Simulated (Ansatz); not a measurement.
Runs of Ansatz 0.2.0 on HfB. Symmetry: Fm-3m, No. 225, cubic system. Conventional cell: a = 4.620 Å, b = 4.620 Å, c = 4.620 Å, α = 90.00°, β = 90.00°, γ = 90.00°. Around Hf (site symmetry m-3m) lie 6 B at 2.31 Å. B (site symmetry m-3m) is surrounded by 6 Hf at 2.31 Å. 

```csv
task,potentials or basis,spin,cell,k mesh,cutoff (eV),pressure (GPa)
relaxation of cell and atoms,"all-electron LAPW, scalar-relativistic",off,relaxed to 20 GPa,10 × 10 × 10,-,20.0
band structure,"all-electron LAPW, relativistic spinors","SOC, no magnetisation",as given,8 × 8 × 8,286,22.6
relaxation of cell and atoms,"all-electron LAPW, scalar-relativistic",off,relaxed to 5 GPa,10 × 10 × 10,-,5.0
band structure,"all-electron LAPW, scalar-relativistic",off,as given,8 × 8 × 8,282,(a)
relaxation of cell and atoms,"all-electron LAPW, scalar-relativistic",off,relaxed,10 × 10 × 10,-,0.0
relaxation of cell and atoms,"all-electron LAPW, scalar-relativistic",off,relaxed to 30 GPa,10 × 10 × 10,-,30.0
relaxation of cell and atoms,"all-electron LAPW, scalar-relativistic",off,relaxed to 10 GPa,10 × 10 × 10,-,10.0
```

Alike in all rows: level PBEsol; smearing fermi-dirac 0.05 eV; basis error allowed 0.001 eV/atom.

Question: Estimate the missing entries.

Answer: (a) 23.6.

Caveats: the k mesh is thin for a metal, which can move the energy by tens of meV per atom (some runs).
